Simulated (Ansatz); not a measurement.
# C2H9NSi2: the cost of one run

All numbers below are computed with Ansatz 0.2.0 (RKS BLYP-D4/def2-SVP).

## (1) The starting structure

Bond lengths: C1–Si2 1.778 Å, Si2–Si3 2.316 Å, Si3–N5 1.651 Å, C4–N5 1.391 Å, C1–H6 1.114 Å, C1–H7 1.115 Å, C1–H8 1.149 Å, Si2–H9 1.454 Å, Si2–H10 1.491 Å, Si3–H11 1.497 Å, C4–H12 1.093 Å, C4–H13 1.153 Å, N5–H14 0.971 Å. Angles (14 of 21 angles, heavy atoms first): C1–Si2–Si3 109.0°, Si2–Si3–N5 118.3°, Si3–N5–C4 100.7°, C1–Si2–H9 111.0°, C1–Si2–H10 110.5°, Si3–Si2–H9 108.6°, Si3–Si2–H10 108.3°, Si2–C1–H6 114.8°, Si2–C1–H7 113.6°, Si2–C1–H8 113.8°, Si2–Si3–H11 114.6°, N5–Si3–H11 114.2°, Si3–N5–H14 115.1°, C4–N5–H14 112.0°.

Structure file:

```xyz
14

C    -1.7816   -0.1251   -0.7898
Si   -0.5628   -1.3317   -0.3197
Si    0.8148   -0.4211    1.3045
C     1.6257    1.4886    0.2061
N     2.1800    0.3698    0.8194
H    -2.5167   -0.4761   -1.5494
H    -2.4028    0.2360    0.0625
H    -1.3352    0.8321   -1.2415
H     0.2554   -1.7170   -1.4580
H    -1.2194   -2.5444    0.2482
H     0.0909    0.2425    2.4342
H     1.0906    1.3221   -0.7320
H     0.9950    2.2253    0.8289
H     2.7530   -0.1302    0.2152
```

## (2) End point A

Contents of input.yaml:

```yaml
crystal:
  periodic: [false, false, false]
  atoms:
    - { symbol: C, position_ang: [-1.7816, -0.1251, -0.7898] }
    - { symbol: Si, position_ang: [-0.5628, -1.3317, -0.3197] }
    - { symbol: Si, position_ang: [0.8148, -0.4211, 1.3045] }
    - { symbol: C, position_ang: [1.6257, 1.4886, 0.2061] }
    - { symbol: "N", position_ang: [2.18, 0.3698, 0.8194] }
    - { symbol: H, position_ang: [-2.5167, -0.4761, -1.5494] }
    - { symbol: H, position_ang: [-2.4028, 0.236, 0.0625] }
    - { symbol: H, position_ang: [-1.3352, 0.8321, -1.2415] }
    - { symbol: H, position_ang: [0.2554, -1.717, -1.458] }
    - { symbol: H, position_ang: [-1.2194, -2.5444, 0.2482] }
    - { symbol: H, position_ang: [0.0909, 0.2425, 2.4342] }
    - { symbol: H, position_ang: [1.0906, 1.3221, -0.732] }
    - { symbol: H, position_ang: [0.995, 2.2253, 0.8289] }
    - { symbol: H, position_ang: [2.753, -0.1302, 0.2152] }
basis:
  gaussian: { orbitals: def2-SVP }
hamiltonian:
  xc: blyp
  dispersion: d4
relax:
  f_tol: 0.015
  max_steps: 40
```

The run is started by

```console
ansatz run input.yaml --threads 2 --pin off --max-ram 3072MiB --backend cpu --events-out ev --progress --plain --runs-dir out
```

What time and memory should one allow on 2 threads of Intel Xeon Platinum 8375C at 2.90GHz (Ice Lake), shared host?

About 37 s, with a peak of 0.19 GiB.
